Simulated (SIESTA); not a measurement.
In3SbTe4:

```
Te Sb In
1.0
    -4.17012    4.17012    3.60657
     4.17012   -4.17012    3.60657
     4.17012    4.17012   -3.60657
Te Sb In
4 1 3
Cartesian
  2.5775 1.5926 1.8033
  5.7627 -1.5926 1.8033
  -1.5926 2.5775 1.8033
  1.5926 5.7627 1.8033
  0.0000 0.0000 0.0000
  4.1701 0.0000 0.0000
  0.0000 4.1701 0.0000
  0.0000 0.0000 3.6066
```

The cell comes from a database or a generator and needn't be the stable form of this composition.

Base run:

| Item | Value |
| --- | --- |
| Program | SIESTA 5.4.2 |
| Functional | PBE |
| Potentials or basis | PseudoDojo 0.4 standard (PBE files) |
| Basis | DZP (energy shift 0.003 Ry; two zetas on semicore shells) |
| Grid cutoff | 500 Ry |
| Energy shift | 0.003 Ry |
| k mesh | 5 × 5 × 5 |
| Occupations | fermi-dirac, width 0.05 eV |
| Spin | no spin polarisation |

Its results: band gap on the k mesh none (metal or under the smearing width); pressure 0.7 GPa; largest force 0.274 eV/Å.

Question: The run is repeated on the same cell with these changes: functional from PBE to PBEsol; potentials or basis from PseudoDojo 0.4 standard (PBE files) to PseudoDojo 0.4 standard (PBEsol files). What comes out?

Answer: Band gap on the k mesh none (metal or under the smearing width); pressure -1.8 GPa; largest force 0.189 eV/Å.

Caveats: the basis of atomic orbitals isn't converged, which shifts pressures, moduli and gaps.

Not every run made on this cell is shown here.
